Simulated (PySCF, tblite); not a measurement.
# C₄H₄F₃PS: geometry, infrared bands and NMR shifts

Wanted: the infrared bands and NMR shifts of C₄H₄F₃PS (`C[P@]1(=S)C=C1C(F)(F)F`), by calculation.

Programs: tblite 0.8.0 and PySCF 2.14.0, with density-fitted response routines of our own. Each step states its level of theory. These are calculated values for one molecule in the gas phase, unless marked as measured. Atoms count from 0, in the outputs and in this text.

## (1) The starting structure

13 atoms, charge 0, multiplicity 1; geometry from: force field or distance geometry start.

Bonds of the start (Å): C0–P1 1.78, P1–S2 1.93, P1–C3 1.74, C3–C4 1.32, C4–C5 1.42, C5–F6 1.36, C5–F7 1.37, C5–F8 1.36, C4–P1 1.65, C0–H9 1.10, C0–H10 1.10, C0–H11 1.09, C3–H12 1.05.

## (2) Optimising the geometry with GFN2-xTB

The job: settings as JSON, then the geometry in Å.

```
{"job": {"kind": "relax", "xc": "GFN2-xTB", "basis": "xTB"}, "charge": 0, "multiplicity": 1}
C     -1.880100    -0.243600     0.402800
P     -0.398200     0.681200     0.723200
S     -0.420200     2.134000     1.996600
C      0.063800     1.090900    -0.907300
C      0.796700     0.176200    -0.304000
C      1.858300    -0.772800    -0.298000
F      2.495600    -0.861000    -1.492700
F      2.805200    -0.465700     0.638000
F      1.404300    -2.013700     0.004900
H     -2.602700     0.350600    -0.177900
H     -2.380000    -0.513300     1.343300
H     -1.689300    -1.172900    -0.136900
H     -0.057800     1.610500    -1.809700
```

The run is started by

```bash
$ OMP_NUM_THREADS=1 python probes_run.py task.json out
```

One launch serves the whole session: the jobs run in the order shown.

**Question.** This job is followed by: GFN2-xTB harmonic vibrations, gas phase; GIAO PBE0/pcSseg-1 NMR shielding, non-relativistic, gas phase. What will the session give for the following? strongest single infrared mode (GFN2-xTB); zero-point energy (GFN2-xTB); 13C shifts against TMS (PBE0/pcSseg-1); 1H shifts against TMS (PBE0/pcSseg-1, means over atoms taken as alike); 31P shifts against H3PO4 (PBE0/pcSseg-1); 33S shifts against CS2 (PBE0/pcSseg-1); 19F shifts against CFCl3 (PBE0/pcSseg-1, means over atoms taken as alike).

As calculated:

```
                                                                 quantity                          value
                                strongest single infrared mode (GFN2-xTB)          1038 cm⁻¹, 305 km/mol
                                             zero-point energy (GFN2-xTB)                  45.1 kcal/mol
                                   13C shifts against TMS (PBE0/pcSseg-1)  173.2, 170.4, 130.6, 32.7 ppm
   1H shifts against TMS (PBE0/pcSseg-1, means over atoms taken as alike)                 9.47, 2.15 ppm
                                 31P shifts against H3PO4 (PBE0/pcSseg-1)                      -81.2 ppm
                                   33S shifts against CS2 (PBE0/pcSseg-1)                       -183 ppm
19F shifts against CFCl3 (PBE0/pcSseg-1, means over atoms taken as alike)                      -75.9 ppm
```

In words: Relaxing lowered the energy by 0.949 eV in 90 steps; the close pair that moved most is P1–C4, from 1.655 to 1.822 Å. All 33 modes are real, so the xTB geometry is a minimum. The strongest single mode, at 1038 cm⁻¹, moves mainly C5. Unscaled tight-binding wavenumbers are off by several per cent, some by more. Its intensities can rank the bands wrongly. At PBE0/pcSseg-1: The largest span, 573 ppm, is at P1, where the paramagnetic term is -563 ppm.
